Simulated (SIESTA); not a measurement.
Ti2Si6Mo:

```
CELL_PARAMETERS angstrom
2.34328 -4.06173 0.00000
2.34328 4.06173 0.00000
0.00000 0.00000 6.48612
ATOMIC_POSITIONS crystal
Mo 0.50000 0.50000 0.00000
Ti 0.00000 0.50000 0.33377
Ti 0.50000 0.00000 0.66623
Si 0.31621 0.15669 0.33267
Si 0.84331 0.68379 0.66733
Si 0.83436 0.16564 0.00000
Si 0.68379 0.84331 0.33267
Si 0.15669 0.31621 0.66733
Si 0.16564 0.83436 0.00000
```

The cell comes from a database or a generator and needn't be the stable form of this composition.

| Item | Value |
| --- | --- |
| Program | SIESTA 5.4.2 |
| Task | single point |
| Functional | PBEsol |
| Potentials or basis | PseudoDojo 0.4 standard (PBEsol files) |
| Basis | DZP (energy shift 0.003 Ry; two zetas on semicore shells) |
| Grid cutoff | 800 Ry |
| Energy shift | 0.003 Ry |
| k mesh | 7 × 7 × 4 |
| Occupations | fermi-dirac, width 0.05 eV |
| Spin | no spin polarisation |

On this cell: pressure -0.8 GPa; largest force 0.087 eV/Å; band gap on the k mesh none (metal or under the smearing width).

The same run follows on a disturbed copy (atoms moved at random, drawn with an rms of 0.05 Å):

```xyz
9
Lattice="2.3433 -4.0617 0.0000 2.3433 4.0617 0.0000 0.0000 0.0000 6.4861" Properties=species:S:1:pos:R:3 pbc="T T T"
Mo    2.3650   -0.0379   -0.0425
Ti    1.1497    2.0294    2.1546
Ti    1.2111   -2.0159    4.2875
Si    1.1456   -0.6671    2.1168
Si    3.5828   -0.6593    4.3537
Si    2.3474   -2.7689    0.0069
Si    3.5531    0.6465    2.1610
Si    1.1015    0.7051    4.3220
Si    2.3566    2.6971    0.0381
```

What does the disturbed cell give?

The energy (extrapolated to zero smearing) moves by +9.9 meV/atom; pressure -0.5 GPa; largest force 0.668 eV/Å; band gap on the k mesh none (metal or under the smearing width).

Forces in eV/Å, atoms in the order of the input:
```
Mo  -0.301  0.300  0.504
Ti   0.225  0.103  0.070
Ti  -0.339  0.037  0.497
Si  -0.217  0.177  0.441
Si   0.286 -0.003 -0.555
Si  -0.030  0.273 -0.236
Si   0.095 -0.150  0.000
Si   0.216 -0.513 -0.095
Si   0.064 -0.222 -0.627
```

Stress tensor (GPa, compression positive):
```
-1.31 -0.16 -0.24
-0.16 -0.84 -0.02
-0.24 -0.02  0.52
```

Caveats: the basis of atomic orbitals isn't converged, which shifts pressures, moduli and gaps.
